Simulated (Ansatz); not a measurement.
# HfH₂ (singlet): wave-function methods side by side, def2-TZVP

The task here is to estimate one member of a computed series from the others.

The runs use Ansatz 0.2.0, Gaussian basis; def2-TZVP, core rule «outside noble gas», up to 4 orbitals frozen.

To be run: UHF; CCSD(T) on RHF; CCSD(T) on UHF; CISD; CCSDT(Q) on RHF; CCSDT(Q) on UHF; CISDTQ; CCSDTQ on RHF; Full CI.

8 further runs of the same task are left out: 6 for a known fault of the program, 2 set aside as unsound or not needed.

## The system

The geometry is a PBE0/def2-TZVP stationary point (not a proven minimum). No spin-orbit coupling is included. Elements past krypton take def2 core potentials.

3 atoms, charge 0, spin multiplicity 1.

Atoms are counted from 1 here; the program's logs count them from 0.

Bond lengths: Hf1–H2 1.912 Å, Hf1–H3 1.912 Å. Angles: H2–Hf1–H3 180.0°.

Set-up of the first run:

in.yaml

```yaml
crystal:
  periodic: [false, false, false]
  atoms:
    - {symbol: Hf, position_ang: [0.000000, 0.000000, 0.000000]}
    - {symbol: H, position_ang: [0.000000, 0.000000, -1.911800]}
    - {symbol: H, position_ang: [0.000000, 0.000000, 1.911800]}
basis:
  gaussian: {orbitals: def2-TZVP}
magnetization: {spin_polarized: true, initial_magnetization: 0}
hamiltonian: {xc: hf}
output: {orbitals: {seedname: orbitals}}
```

Started as:

```
$ ansatz run in.yaml --threads 1 --pin off --events-out ev --progress --plain --max-ram 4096MiB --backend cpu
```

Steps of the session up to this table: UHF; CCSD(T) on RHF; CCSD(T) on UHF; CISD; CCSDT(Q) on RHF; CCSDT(Q) on UHF; CISDTQ; CCSDTQ on RHF; Full CI.

One of the session's tables, all rows but one given; the rest of the session is left out.

It belongs to the step «Misses and costs». 

| method | from FCI (kcal/mol) |
| --- | --- |
| RHF | +71.31 |
| UHF | +61.50 |
| RMP2 | +19.81 |
| UMP2 | +18.65 |
| CISD | ? |
| RCCSD | +3.12 |
| UCCSD | +3.66 |
| RCCSD(T) | +0.96 |
| UCCSD(T) | +2.10 |
| RCCSDT | +0.12 |
| UCCSDT | +1.20 |
| CISDTQ | +0.25 |
| RCCSDT(Q) | +0.02 |
| UCCSDT(Q) | +1.10 |
| RCCSDTQ | 0.00 |
| FCI | 0 |

**Question.** Estimate the row for CISD.

As computed: from FCI (kcal/mol): +7.41. In the column «from FCI (kcal/mol)» it lies between UCCSD (+3.66) and UMP2 (+18.65).

Caveats from the session: The determinant is far from a pure spin state, so its energy mixes those of several spin states (harmless only where they are near-degenerate, as at dissociation). Restricted and unrestricted rows rest on different reference determinants; where their highest levels disagree by more than a few hundredths of an eV, they describe different states and don't form one ladder.
